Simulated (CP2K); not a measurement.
# One shape, several levels: CH2FNOSi (SMILES O=C=N[SiH2]F)

Wanted: a comparison of 5 runs (B3LYP/6-31G*, PM3, GFN2-xTB, PM6, GFN1-xTB) of CH2FNOSi. 

The results are computed with CP2K 2026.2.

2 further runs of the same task are left out: 1 that didn't finish, 1 set aside as unsound or not needed. Runs told in other sessions of the task aren't counted.

## 1. The system as given

CH2FNOSi has 7 atoms, charge 0, and is taken as a singlet. As SMILES, `O=C=N[SiH2]F`. The O1–C2 distance was set to 1.742 Å, away from the relaxed value.

Bond lengths: C2–N3 1.195 Å, N3–Si4 1.694 Å, Si4–F5 1.591 Å, Si4–H6 1.475 Å, Si4–H7 1.475 Å. Angles: C2–N3–Si4 166.0°, N3–Si4–F5 109.2°, N3–Si4–H6 109.0°, N3–Si4–H7 109.0°, F5–Si4–H6 108.2°, F5–Si4–H7 108.2°, H6–Si4–H7 113.2°. A long bond or contact: O1–C2 1.742 Å.

## 2. The energy at B3LYP/6-31G(d) (spherical functions) (run 1)

calc.inp

```
&GLOBAL
    PROJECT calc
    RUN_TYPE ENERGY
    PRINT_LEVEL MEDIUM
&END GLOBAL

&FORCE_EVAL
    METHOD Quickstep
    &DFT
        BASIS_SET_FILE_NAME ./6_31gs.basis
        POTENTIAL_FILE_NAME POTENTIAL
        CHARGE 0
        MULTIPLICITY 1
        &QS
            METHOD GAPW
            EPS_DEFAULT 1.0E-10
        &END QS
        &MGRID
            CUTOFF 280
            REL_CUTOFF 50
            NGRIDS 4
        &END MGRID
        &POISSON
            PERIODIC NONE
            POISSON_SOLVER MULTIPOLE
        &END POISSON
        &SCF
            SCF_GUESS ATOMIC
            EPS_SCF 1.0E-07
            MAX_SCF 100
            ADDED_MOS 5
            &DIAGONALIZATION
                ALGORITHM STANDARD
            &END DIAGONALIZATION
            &MIXING
                METHOD DIRECT_P_MIXING
                ALPHA 0.4
            &END MIXING
        &END SCF
        &XC
            &XC_FUNCTIONAL
                &HYB_GGA_XC_B3LYP
                &END HYB_GGA_XC_B3LYP
            &END XC_FUNCTIONAL
            &HF
                FRACTION 0.2
                &SCREENING
                    EPS_SCHWARZ 1.0E-10
                    SCREEN_ON_INITIAL_P F
                &END SCREENING
                &INTERACTION_POTENTIAL
                    POTENTIAL_TYPE COULOMB
                &END INTERACTION_POTENTIAL
                &MEMORY
                    MAX_MEMORY 1050
                &END MEMORY
            &END HF
        &END XC
        &PRINT
            &MOMENTS
                PERIODIC F
                REFERENCE COM
                MAX_MOMENT 1
            &END MOMENTS
            &MO ON
                ENERGIES T
                OCCUPATION_NUMBERS T
                NDIGITS 6
                &EACH
                    QS_SCF 0
                &END EACH
                ADD_LAST NUMERIC
            &END MO
            &LOWDIN ON
            &END LOWDIN
            &HIRSHFELD OFF
            &END HIRSHFELD
        &END PRINT
    &END DFT
    &SUBSYS
        &CELL
            ABC [angstrom] 9.4 12.1 9.5
            PERIODIC NONE
        &END CELL
        &COORD
            SCALED T
            O    0.37411952   0.28824116   0.41085747
            C    0.41671027   0.42350264   0.45757895
            N    0.44733793   0.51529603   0.49254737
            Si   0.47192303   0.65368446   0.50442105
            F    0.40465707   0.71175884   0.36969474
            H    0.39719963   0.69517207   0.63030526
            H    0.62588048   0.67726298   0.50597895
        &END COORD
        &KIND O
            BASIS_SET 6-31Gs
            POTENTIAL ALL
            LEBEDEV_GRID 194
            RADIAL_GRID 100
        &END KIND
        &KIND C
            BASIS_SET 6-31Gs
            POTENTIAL ALL
            LEBEDEV_GRID 194
            RADIAL_GRID 100
        &END KIND
        &KIND N
            BASIS_SET 6-31Gs
            POTENTIAL ALL
            LEBEDEV_GRID 194
            RADIAL_GRID 100
        &END KIND
        &KIND Si
            BASIS_SET 6-31Gs
            POTENTIAL ALL
            LEBEDEV_GRID 194
            RADIAL_GRID 100
        &END KIND
        &KIND F
            BASIS_SET 6-31Gs
            POTENTIAL ALL
            LEBEDEV_GRID 194
            RADIAL_GRID 100
        &END KIND
        &KIND H
            BASIS_SET 6-31Gs
            POTENTIAL ALL
            LEBEDEV_GRID 194
            RADIAL_GRID 100
        &END KIND
    &END SUBSYS
&END FORCE_EVAL
```

On the command line:

```console
OMP_NUM_THREADS=1 cp2k.psmp calc.inp > calc.out
```

The log of the run:

```text
CP2K| version string:                                       CP2K version 2026.2
[...]
 GLOBAL| Method name                                                        CP2K
[...]
 GLOBAL| Run type                                                         ENERGY
[...]
 DFT| Spin restricted Kohn-Sham (RKS) calculation                            RKS
 DFT| Multiplicity                                                             1
[...]
 DFT| Charge                                                                   0
[...]
 FUNCTIONAL| HYB_GGA_XC_B3LYP:
[...]
 QS| Method:                                                                GAPW
[...]
 QS| Density cutoff [a.u.]:                                                140.0
[...]
 QS| Relative density cutoff [a.u.]:                                        25.0
[...]
                             - Atoms:                                          7
[...]
                             - Spherical basis functions:                     78
[...]
 Number of electrons:                                                         46
[...]
     1 P_Mix/Diag. 0.40E+00    7.1     0.44375790      -558.9296639399 -5.59E+02
[...]
    21 DIIS/Diag.  0.28E-06    1.4     0.00000009      -558.5284036998 -6.82E-13
  *** SCF run converged in    21 steps ***
[...]
  Overlap energy of the core charge distribution:               0.00001187299245
  Self energy of the core charge distribution:               -382.86718843736884
  Core Hamiltonian energy:                                   -187.24166425186098
  Hartree energy:                                             104.84500582737701
  Exchange-correlation energy:                                -14.51989593536265
  Hartree-Fock Exchange energy:                               -10.19044139192710
[...]
                     Mulliken Population Analysis
 #  Atom  Element  Kind  Atomic population                           Net charge
       1     O        1          8.395455                             -0.395455
       2     C        2          5.597435                              0.402565
       3     N        3          7.303218                             -0.303218
       4     Si       4         13.188928                              0.811072
       5     F        5          9.376416                             -0.376416
       6     H        6          1.069400                             -0.069400
       7     H        6          1.069147                             -0.069147
 # Total charge                             46.000000                 -0.000000
[...]
  Dipole moment [Debye]
    X=  0.1416707E+01 Y=  0.3935239E+01 Z=  0.1870812E+01  Total=      4.5818233
 ENERGY| Total FORCE_EVAL ( QS ) energy [hartree]           -558.528403699812429
[...]
```

Run time: 37 s. Hardware: 1 thread of Arm Neoverse V1, shared host; peak memory 0.6 GiB.

## 3. A single-point energy at PM3 (run 2)

molecule.inp

```
&GLOBAL
   PROJECT_NAME molecule
   RUN_TYPE ENERGY
   PRINT_LEVEL MEDIUM
&END

&FORCE_EVAL
   METHOD Quickstep
   &DFT
      CHARGE 0
      MULTIPLICITY 1
      &QS
         METHOD PM3
         EPS_DEFAULT 1.0E-10
         &SE
            &COULOMB
               CUTOFF [angstrom] 50
               RC_RANGE [angstrom] 0
            &END
            &EXCHANGE
               CUTOFF [angstrom] 50
               RC_RANGE [angstrom] 0
            &END
         &END
      &END
      &POISSON
         PERIODIC NONE
         POISSON_SOLVER ANALYTIC
      &END
      &SCF
         SCF_GUESS ATOMIC
         EPS_SCF 1.0E-06
         MAX_SCF 150
         ADDED_MOS 2
         &DIAGONALIZATION
            ALGORITHM STANDARD
         &END
         &MIXING
            METHOD DIRECT_P_MIXING
            ALPHA 0.4
         &END
      &END
      &PRINT
         &MOMENTS
            PERIODIC F
            REFERENCE COM
            MAX_MOMENT 1
         &END
         &MO ON
            ENERGIES T
            OCCUPATION_NUMBERS T
            NDIGITS 6
            &EACH
               QS_SCF 0
            &END
            ADD_LAST NUMERIC
         &END
         &HIRSHFELD OFF
         &END
      &END
   &END
   &SUBSYS
      &CELL
         ABC [angstrom] 18.4 21.1 18.5
         PERIODIC NONE
      &END
      &COORD
         SCALED T
         O    0.43569149   0.37856483   0.45422411
         C    0.45744981   0.45613185   0.47821622
         N    0.47309655   0.50877166   0.49617297
         Si   0.48565633   0.58813185   0.50227027
         F    0.45129220   0.62143517   0.43308649
         H    0.44748242   0.61192332   0.56691351
         H    0.56430851   0.60165318   0.50307027
      &END
   &END
&END
```

On the command line:

```console
OMP_NUM_THREADS=1 cp2k.psmp -i molecule.inp -o molecule.out
```

The log of the run:

```text
CP2K| version string:                                       CP2K version 2026.2
[...]
 GLOBAL| Method name                                                        CP2K
[...]
 GLOBAL| Run type                                                         ENERGY
[...]
                             - Atoms:                                          7
[...]
                             - Spherical basis functions:                     22
[...]
 Number of electrons:                                                         28
[...]
     1 P_Mix/Diag. 0.40E+00    0.0     0.84852515       -36.1201391976 -3.61E+01
[...]
    19 DIIS/Diag.  0.23E-06    0.0     0.00000073       -40.9897107400 -1.05E-11
  *** SCF run converged in    19 steps ***
  Core-core repulsion energy [eV]:                           1527.45112005539795
  Core Hamiltonian energy [eV]:                             -1849.78703853630327
  Two-electron integral energy [eV]:                        -1586.10166926916145
  Electronic energy [eV]:                                   -2642.83787317088354
  Total energy [eV]:                                        -1115.38675311548604
  Atomic reference energy [eV]:                              1114.56937656735272
  Heat of formation [kcal/mol]:                               -18.84915247831700
[...]
 SE_DIPOLE| Moment [Debye]         -1.83486395      -6.16207113      -2.25315322
 SE_DIPOLE| Derivative [a.u.]       0.00000000       0.00000000       0.00000000
 ENERGY| Total FORCE_EVAL ( QS ) energy [hartree]            -40.989710740005066
[...]
```

Run time: 0.28 s. Hardware: 1 thread of Arm Neoverse V1, shared host.

Run 3 isn't shown in full; the table further down has it.

## 4. The energy at PM6 (run 4)

molecule.xyz

```xyz
7

O     -0.707253    -3.453564    -0.699954
C     -0.306900    -1.816900    -0.256100
N     -0.019000    -0.706200     0.076100
Si     0.212100     0.968300     0.188900
F     -0.420200     1.671000    -1.091000
H     -0.490300     1.470300     1.384800
H      1.659300     1.253600     0.203700
```

run.inp

```
&FORCE_EVAL
   METHOD QS
   &DFT
      &QS
         METHOD PM6
         EPS_DEFAULT 1.0E-10
         &SE
            &COULOMB
               CUTOFF [angstrom] 50
               RC_RANGE [angstrom] 0
            &END COULOMB
            &EXCHANGE
               CUTOFF [angstrom] 50
               RC_RANGE [angstrom] 0
            &END EXCHANGE
         &END SE
      &END QS
      &POISSON
         PERIODIC NONE
         POISSON_SOLVER ANALYTIC
      &END POISSON
      &SCF
         SCF_GUESS ATOMIC
         EPS_SCF 1.0E-06
         MAX_SCF 40
         &OT
            MINIMIZER DIIS
            PRECONDITIONER FULL_ALL
         &END OT
         &OUTER_SCF
            EPS_SCF 1.0E-06
            MAX_SCF 5
         &END OUTER_SCF
      &END SCF
      &PRINT
         &MOMENTS
            PERIODIC F
            REFERENCE COM
            MAX_MOMENT 1
         &END MOMENTS
         &MO_CUBES
            NLUMO 5
            NHOMO -1
            WRITE_CUBE F
         &END MO_CUBES
         &HIRSHFELD OFF
         &END HIRSHFELD
      &END PRINT
   &END DFT
   &SUBSYS
      &CELL
         ABC 12.4 15.1 12.5
         PERIODIC NONE
      &END CELL
      &TOPOLOGY
         COORD_FILE_NAME molecule.xyz
         COORD_FILE_FORMAT XYZ
         &CENTER_COORDINATES
         &END CENTER_COORDINATES
      &END TOPOLOGY
   &END SUBSYS
&END FORCE_EVAL

&GLOBAL
   PROJECT run
   RUN_TYPE ENERGY
   PRINT_LEVEL MEDIUM
&END GLOBAL
```

On the command line:

```console
OMP_NUM_THREADS=1 cp2k.psmp -i run.inp -o run.out
```

The log of the run:

```text
CP2K| version string:                                       CP2K version 2026.2
[...]
 GLOBAL| Method name                                                        CP2K
[...]
 GLOBAL| Run type                                                         ENERGY
[...]
                             - Atoms:                                          7
[...]
                             - Spherical basis functions:                     27
[...]
 Number of electrons:                                                         28
[...]
     1 OT DIIS     0.15E+00    0.0     0.38994921       -37.7851507069 -3.78E+01
[...]
     7 OT DIIS     0.15E+00    0.0     0.00000049       -42.6871647994 -1.81E-10
  *** SCF run converged in     7 steps ***
  Core-core repulsion energy [eV]:                           1552.45701083310314
  Core Hamiltonian energy [eV]:                             -1922.93288749438238
  Two-electron integral energy [eV]:                        -1582.20190088526510
  Electronic energy [eV]:                                   -2714.03383793701460
  Total energy [eV]:                                        -1161.57682710391168
  Atomic reference energy [eV]:                              1161.29146256735316
  Heat of formation [kcal/mol]:                                -6.58066306621944
[...]
 SE_DIPOLE| Moment [Debye]         -1.60491707      -4.63378056      -2.10265525
 SE_DIPOLE| Derivative [a.u.]       0.00000000       0.00000000       0.00000000
 *** WARNING in qs_scf_post_se.F:140 :: Printing of MO cube files not ***
 *** implemented for Semi-Empirical method.                           ***
 ENERGY| Total FORCE_EVAL ( QS ) energy [hartree]            -42.687164799376490
[...]
```

It took 0.64 s on 1 thread of Arm Neoverse V1, shared host.

## 5. A single-point energy at GFN1-xTB (run 5)

gas.inp

```
&global
   project gas
   run_type ENERGY
   print_level MEDIUM
&end global

&force_eval
   method QUICKSTEP
   &dft
      charge 0
      multiplicity 1
      &qs
         method XTB
         eps_default 1.0E-10
         &xtb
            gfn_type 1
            check_atomic_charges F
         &end xtb
      &end qs
      # cluster boundary conditions
      &poisson
         periodic NONE
         poisson_solver ANALYTIC
      &end poisson
      # self-consistent field
      &scf
         scf_guess ATOMIC
         eps_scf 1.0E-07
         max_scf 40
         &ot ON
            minimizer CG
            preconditioner FULL_SINGLE_INVERSE
         &end ot
         &outer_scf
            eps_scf 1.0E-07
            max_scf 10
         &end outer_scf
      &end scf
      # extra output
      &print
         &moments
            periodic F
            reference COM
            max_moment 1
         &end moments
         &mo_cubes
            nlumo 3
            nhomo -1
            write_cube F
         &end mo_cubes
         &hirshfeld OFF
         &end hirshfeld
      &end print
   &end dft
   # structure
   &subsys
      # vacuum box
      &cell
         abc [angstrom] 14.4 17.1 14.5
         periodic NONE
      &end cell
      &coord
         SCALED T
         O    0.41782802   0.35015895   0.44159628
         C    0.44563031   0.44587029   0.47220690
         N    0.46562337   0.51082351   0.49511724
         Si   0.48167198   0.60874749   0.50289655
         F    0.43776226   0.64984105   0.41462759
         H    0.43289420   0.63810421   0.58537241
         H    0.58217198   0.62543170   0.50391724
      &end coord
   &end subsys
&end force_eval
```

On the command line:

```console
OMP_NUM_THREADS=1 cp2k.psmp -i gas.inp > gas.out 2>&1
```

The log of the run:

```text
CP2K| version string:                                       CP2K version 2026.2
[...]
 GLOBAL| Method name                                                        CP2K
[...]
 GLOBAL| Run type                                                         ENERGY
[...]
                             - Atoms:                                          7
[...]
                             - Spherical basis functions:                     29
[...]
 Number of electrons:                                                         28
[...]
     1 OT CG       0.80E-01    0.0     0.30139973       -17.2941049826 -1.73E+01
[...]
    28 OT CG       0.66E-01    0.0     0.00000009       -18.0106054011 -3.66E-13
  *** SCF run converged in    28 steps ***
[...]
 TB_DIPOLE| Moment [Debye]          1.95159017       5.99765557       2.49538691
 TB_DIPOLE| Derivative [a.u.]       0.00000000       0.00000000       0.00000000
[...]
 ENERGY| Total FORCE_EVAL ( QS ) energy [hartree]            -18.010605401085574
[...]
```

Wall time 0.62 s (1 thread of Arm Neoverse V1, shared host).

## 6. Overview of the runs

| run | level | scheme | SCF convergence threshold | energy (Eh) | dipole moment (D) | HOMO energy (eV) | LUMO energy (eV) | wall time |
| --- | --- | --- | --- | --- | --- | --- | --- | --- |
| 1 | B3LYP/6-31G* (spherical functions) | GAPW | 1e-07 | -558.528404 | 4.58 | -7.36 | -1.94 | 37 s |
| 2 | PM3 | – | 1e-06 | -40.989711 | 6.81 | -9.68 | -1.13 | 0.28 s |
| 3 | GFN2-xTB | – | 1e-06 | -16.506089 | 6.49 | -11.50 | -8.76 | 0.3 s |
| 4 | PM6 | – | 1e-06 | -42.687165 | 5.34 | – | – | 0.64 s |
| 5 | GFN1-xTB | – | 1e-07 | -18.010605 | 6.78 | -12.37 | – | 0.62 s |

## 7. What came out

| quantity | value |
| --- | --- |
| run 5: total energy | -18.01061 Eh |
| run 5: dipole moment (from atomic charges alone) | 6.78 D |
| run 5: HOMO energy | -12.37 eV |
| run 5: dispersion energy | -4.91 kJ/mol |

**Reading.** The dipole moment (its size) runs from 4.58 D (B3LYP/6-31G*) to 6.81 D (PM3). The two ends differ in method and basis and Hamiltonian. Some of these are taken from atomic charges alone. Over runs 1, 2, 3 the HOMO–LUMO gap runs from 2.74 eV (GFN2-xTB) to 8.55 eV (PM3). Force-field and semi-empirical energies have zeros of their own, so their totals don't compare. All runs together took 39 s, the longest 37 s.
